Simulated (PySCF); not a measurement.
# C5H14Si: electronic excitations

Wanted: the electronic excitations of C5H14Si (`CC(C)[SiH](C)C`), by calculation.

The runs use PySCF 2.14.0, with density-fitted response routines of our own; the level of theory stands in each step. All values are computed, except where a source is named. Atoms count from 0, in the outputs and in this text.

### Step 1. The starting structure

20 atoms, charge 0, multiplicity 1; geometry from: GFN2-xTB.

Bonds of the start (Å): C0–C1 1.53, C1–C2 1.53, C1–Si3 1.92, Si3–C4 1.90, Si3–C5 1.90, C0–H6 1.09, C0–H7 1.09, C0–H8 1.09, C1–H9 1.10, C2–H10 1.09, C2–H11 1.09, C2–H12 1.09, Si3–H13 1.48, C4–H14 1.09, C4–H15 1.09, C4–H16 1.09, C5–H17 1.09, C5–H18 1.09, C5–H19 1.09.

### Step 2. Ultraviolet spectrum: PBE0/def2-SVPD

The job: settings as JSON, then the geometry in Å.

```
{"job": {"kind": "uv", "xc": "PBE0", "basis": "def2-SVPD", "nstates": 8, "ntriplets": 3}, "charge": 0, "multiplicity": 1}
C     -1.663267     0.946515     0.981202
C     -0.971772     0.183272    -0.146025
C     -1.755102    -1.088158    -0.465479
Si     0.857669    -0.206497     0.276255
C      1.835795     1.410530     0.498960
C      1.635239    -1.213622    -1.139494
H     -1.153977     1.885378     1.184591
H     -1.667621     0.355905     1.895030
H     -2.696964     1.170700     0.718595
H     -1.000341     0.819042    -1.038713
H     -1.308735    -1.618664    -1.303037
H     -2.787267    -0.851869    -0.723784
H     -1.765811    -1.755735     0.393843
H      0.910511    -0.989670     1.526418
H      1.432700     2.016610     1.303880
H      2.874104     1.202327     0.736989
H      1.822408     2.012489    -0.405252
H      1.204722    -2.207894    -1.203880
H      1.488372    -0.729335    -2.101048
H      2.704187    -1.330646    -0.992087
```

Method: TDDFT PBE0/def2-SVPD, vertical, gas phase, core orbitals frozen in the response.

On the command line:

```bash
$ OMP_NUM_THREADS=1 python probes_run.py task.json out
```

The driver reads the jobs from task.json and runs them one after another.

What will the session give for the following? lowest singlet (PBE0/def2-SVPD); brightest single state of those computed; lowest triplet. Wanted: lowest singlet; brightest single state of those computed; lowest triplet.

**Answer**, as computed:

| quantity | value |
| --- | --- |
| lowest singlet (PBE0/def2-SVPD) | 7.33 eV (169 nm), f = 0.000 |
| brightest single state of those computed | state 6, 8.41 eV, f = 0.062 |
| lowest triplet | 7.20 eV |

**Reading.** The lowest singlet, at 7.33 eV, is HOMO→LUMO 0.95 and is dark; of the 8 states computed, the strongest absorption comes from state 6 at 8.41 eV. The lowest triplet lies 0.13 eV below the lowest singlet (triplets in Tamm-Dancoff, singlets in full TDDFT). States above −ε(HOMO) lie where TDDFT describes them poorly and they hang on the basis; the brightest is among them.
